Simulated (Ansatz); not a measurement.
# CH₅BN₂Zn: small, medium and large basis sets

How large a basis does CH₅BN₂Zn need? Two functionals are run in growing sets.

Method: one geometry, several basis sets; program: Ansatz 0.2.0, Gaussian basis.

The runs, in order: PBE0-D4/def2-SVP; ωB97M-V/def2-SVP; PBE0-D4/def2-QZVPP; ωB97M-V/def2-QZVPP; the functionals' def2-TZVPP values are taken from earlier runs.

## Step 1: Structure used throughout

All runs share one geometry, relaxed beforehand with PBE0-D4 in a triple-zeta def2 set.

SMILES `B[N]1C[NH][Zn]1`, 10 atoms, charge 0, spin multiplicity 1.

Atoms are counted from 1 here; the program's logs count them from 0.

Bond lengths: B1–N2 1.377 Å, B1–H6 1.201 Å, B1–H7 1.206 Å, N2–C3 1.484 Å, N2–Zn5 1.907 Å, C3–N4 1.468 Å, C3–H8 1.096 Å, C3–H9 1.098 Å, N4–Zn5 1.905 Å, N4–H10 1.012 Å. Angles: N2–B1–H6 119.4°, N2–B1–H7 120.4°, H6–B1–H7 120.2°, B1–N2–C3 127.0°, B1–N2–Zn5 146.9°, C3–N2–Zn5 86.0°, N2–C3–N4 108.3°, N2–C3–H8 110.2°, N2–C3–H9 107.4°, N4–C3–H8 112.5°, N4–C3–H9 109.1°, H8–C3–H9 109.3°, C3–N4–Zn5 86.5°, C3–N4–H10 112.3°, Zn5–N4–H10 122.4°, N2–Zn5–N4 77.8°.

Coordinates:

```mol
CH5BN2Zn
  3D, bonds by distance, orders not assigned

 10 10  0  0  0  0  0  0  0  0999 V2000
   -1.6567    0.7960    0.0064 B   0  0
   -0.3245    0.5402   -0.2316 N   0  0
    0.4660   -0.6143    0.2625 C   0  0
    1.8879   -0.3332    0.0268 N   0  0
    1.3021    1.1462   -1.0201 Zn  0  0
   -2.1665    1.7683   -0.4818 H   0  0
   -2.3070    0.0524    0.6976 H   0  0
    0.1340   -1.5372   -0.2274 H   0  0
    0.2901   -0.6946    1.3434 H   0  0
    2.3747   -1.1238   -0.3759 H   0  0
  1  2  8  0
  2  3  8  0
  3  4  8  0
  4  5  8  0
  1  6  8  0
  1  7  8  0
  3  8  8  0
  3  9  8  0
  4 10  8  0
  2  5  8  0
M  END
```

## Step 2: PBE0-D4 in def2-SVP

Input file in.yaml:

```yaml
crystal:
  periodic: [false, false, false]
  atoms:
    - {symbol: B, position_ang: [-1.656750, 0.796026, 0.006428]}
    - {symbol: N, position_ang: [-0.324514, 0.540166, -0.231593]}
    - {symbol: C, position_ang: [0.465983, -0.614259, 0.262511]}
    - {symbol: N, position_ang: [1.887928, -0.333248, 0.026822]}
    - {symbol: Zn, position_ang: [1.302051, 1.146235, -1.020127]}
    - {symbol: H, position_ang: [-2.166471, 1.768251, -0.481848]}
    - {symbol: H, position_ang: [-2.306999, 0.052408, 0.697643]}
    - {symbol: H, position_ang: [0.134015, -1.537208, -0.227371]}
    - {symbol: H, position_ang: [0.290062, -0.694579, 1.343397]}
    - {symbol: H, position_ang: [2.374684, -1.123793, -0.375873]}
basis:
  gaussian: {orbitals: def2-SVP}
hamiltonian: {xc: pbe0, dispersion: d4}
output: {orbitals: {seedname: orbitals}}
```

After this run come: ωB97M-V in def2-SVP; PBE0-D4 in def2-QZVPP; ωB97M-V in def2-QZVPP.

Before running them: what should the planned runs give, taken together? Wanted: PBE0-D4: double and triple zeta above quadruple; ωB97M-V: double and triple zeta above quadruple.

The runs gave:

```
                                       quantity           value
PBE0-D4: double and triple zeta above quadruple  13.89, 1.48 eV
ωB97M-V: double and triple zeta above quadruple  14.05, 1.43 eV
```

For PBE0-D4 the step from double to triple zeta gains 12.41 eV and the next only 1.48 eV. These are total energies; as a rule much of such shifts cancels in differences, which this series doesn't test.
